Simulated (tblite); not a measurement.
# C4H11B2FO: the cost of one run

Computed with tblite 0.8.0 and PySCF 2.14.0, with density-fitted response routines of our own, on a single molecule in the gas phase. Atoms are numbered from 0 throughout.

### 1 Starting geometry

19 atoms, charge 0, multiplicity 1; geometry from: force field or distance geometry start.

Bonds of the start (Å): C0–C1 1.53, C1–B2 1.58, B2–C3 1.61, C3–B4 1.60, B4–F5 1.44, B2–O6 1.47, O6–C7 1.41, C0–H8 1.11, C0–H9 1.11, C0–H10 1.10, C1–H11 1.12, C1–H12 1.11, C3–H13 1.10, C3–H14 1.10, B4–H15 1.18, C7–H16 1.11, C7–H17 1.12, C7–H18 1.11.

### 2 Relaxing the molecule with GFN2-xTB

The job: settings as JSON, then the geometry in Å.

```
{"job": {"kind": "relax", "xc": "GFN2-xTB", "basis": "xTB"}, "charge": 0, "multiplicity": 1}
C      2.531700     0.046000     0.119400
C      1.133000     0.335800     0.681100
B      0.001400    -0.042100    -0.360300
C     -0.977400     1.098800    -0.943300
B     -1.941100     1.623700     0.218300
F     -1.901900     3.013900     0.602400
O     -0.108800    -1.412500    -0.884400
C     -0.999900    -2.133300    -0.066200
H      2.639300    -1.034000    -0.117400
H      2.691000     0.648900    -0.794200
H      3.291300     0.321900     0.868700
H      0.983600    -0.272800     1.613900
H      1.061200     1.408300     0.968200
H     -0.365000     1.927000    -1.341100
H     -1.599200     0.677800    -1.751000
H     -2.696000     0.888700     0.756800
H     -0.643000    -2.207300     0.984400
H     -2.033400    -1.709600    -0.105200
H     -1.076600    -3.169900    -0.457600
```

On the command line:

```
$ OMP_NUM_THREADS=1 python probes_run.py task.json out
```

One launch serves the whole session: the jobs run in the order shown.

**Question.** How long does this first job take on 1 thread of Intel Xeon, shared host, and how much memory does it need?

About 1.4 s, with a peak of 0.18 GiB.
